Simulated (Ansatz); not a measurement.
# C₂H₆BrNSi: a ladder of functionals and wavefunction methods

An exercise on one series of results from a longer session: the logs are not shown, and one member is left open.

The runs use Ansatz 0.2.0, Gaussian basis; functionals in def2-TZVPP, the program's frozen cores in correlated methods.

Plan: PBE-D4, r2SCAN-D4, PBE0-D4, B3LYP-D4, ωB97X-V, ωB97M-V, B2PLYP; CCSD(T)/def2-TZVPP; MP2/def2-QZVPP; extrapolation to the limit.

### The geometry

The geometry comes from an earlier relaxation with PBE0-D4 in a triple-zeta def2 set; it is a stationary point, not always the lowest conformer.

SMILES `N=C[SiH2]CBr`, 11 atoms, charge 0, spin multiplicity 1.

Atoms are counted from 1 here; the program's logs count them from 0.

Bond lengths: N1–C2 1.269 Å, N1–H6 1.022 Å, C2–Si3 1.890 Å, C2–H7 1.100 Å, Si3–C4 1.873 Å, Si3–H8 1.485 Å, Si3–H9 1.491 Å, C4–Br5 1.946 Å, C4–H10 1.088 Å, C4–H11 1.089 Å. Angles: C2–N1–H6 112.1°, N1–C2–Si3 117.4°, N1–C2–H7 122.3°, Si3–C2–H7 120.3°, C2–Si3–C4 108.1°, C2–Si3–H8 110.7°, C2–Si3–H9 108.2°, C4–Si3–H8 111.2°, C4–Si3–H9 109.8°, H8–Si3–H9 108.7°, Si3–C4–Br5 109.3°, Si3–C4–H10 113.5°, Si3–C4–H11 110.6°, Br5–C4–H10 106.8°, Br5–C4–H11 106.5°, H10–C4–H11 109.8°.

The first run:

in.yaml

```yaml
crystal:
  periodic: [false, false, false]
  atoms:
    - {symbol: N, position_ang: [0.561568, 1.760695, 0.577040]}
    - {symbol: C, position_ang: [0.236924, 0.739097, 1.256081]}
    - {symbol: Si, position_ang: [-0.605714, -0.683697, 0.339822]}
    - {symbol: C, position_ang: [-0.111215, -0.588873, -1.464326]}
    - {symbol: Br, position_ang: [1.745922, -1.138000, -1.651648]}
    - {symbol: H, position_ang: [0.993706, 2.484511, 1.155031]}
    - {symbol: H, position_ang: [0.414137, 0.673742, 2.340116]}
    - {symbol: H, position_ang: [-0.222330, -1.989615, 0.932606]}
    - {symbol: H, position_ang: [-2.081337, -0.513496, 0.469537]}
    - {symbol: H, position_ang: [-0.699064, -1.239236, -2.109523]}
    - {symbol: H, position_ang: [-0.167298, 0.437671, -1.824138]}
basis:
  gaussian: {orbitals: def2-TZVPP}
hamiltonian: {xc: pbe, dispersion: d4}
output: {forces: true, orbitals: {seedname: orbitals}}
```

Command:

```sh
$ ansatz run in.yaml --threads 4 --pin off --events-out ev --progress --plain --max-ram 10444MiB
```

Steps of the session up to this table: PBE-D4 (GGA); r2SCAN-D4 (meta-GGA); PBE0-D4 (hybrid); B3LYP-D4 (hybrid); ωB97X-V (range-separated); ωB97M-V (range-separated); B2PLYP (double hybrid); CCSD(T) in def2-TZVPP; MP2 in def2-QZVPP.

One of the session's tables, all rows but one given; the rest of the session is left out.

| method | atomisation energy (eV) |
| --- | --- |
| PBE-D4 | 40.601 |
| r2SCAN-D4 | 39.713 |
| PBE0-D4 | 39.825 |
| B3LYP-D4 | 39.789 |
| ωB97X-V | 39.897 |
| ωB97M-V | 39.832 |
| B2PLYP | 39.259 |
| HF/def2-TZVPP | ? |
| MP2/def2-TZVPP | 39.119 |
| CCSD/def2-TZVPP | 37.940 |
| CCSD(T)/def2-TZVPP | 38.620 |
| MP2/CBS | 40.281 |
| CCSD(T)/CBS | 39.782 |

Q: Estimate the row for HF/def2-TZVPP from the others.

The run gave: atomisation energy (eV): 28.103. In the column «atomisation energy (eV)» it is the lowest.

To keep in mind: Free atoms (1 N, 2 C, 1 Si, 1 Br, 6 H) were run apart at each level; the atomisation energy is their sum less the molecule, without zero-point or spin-orbit terms.
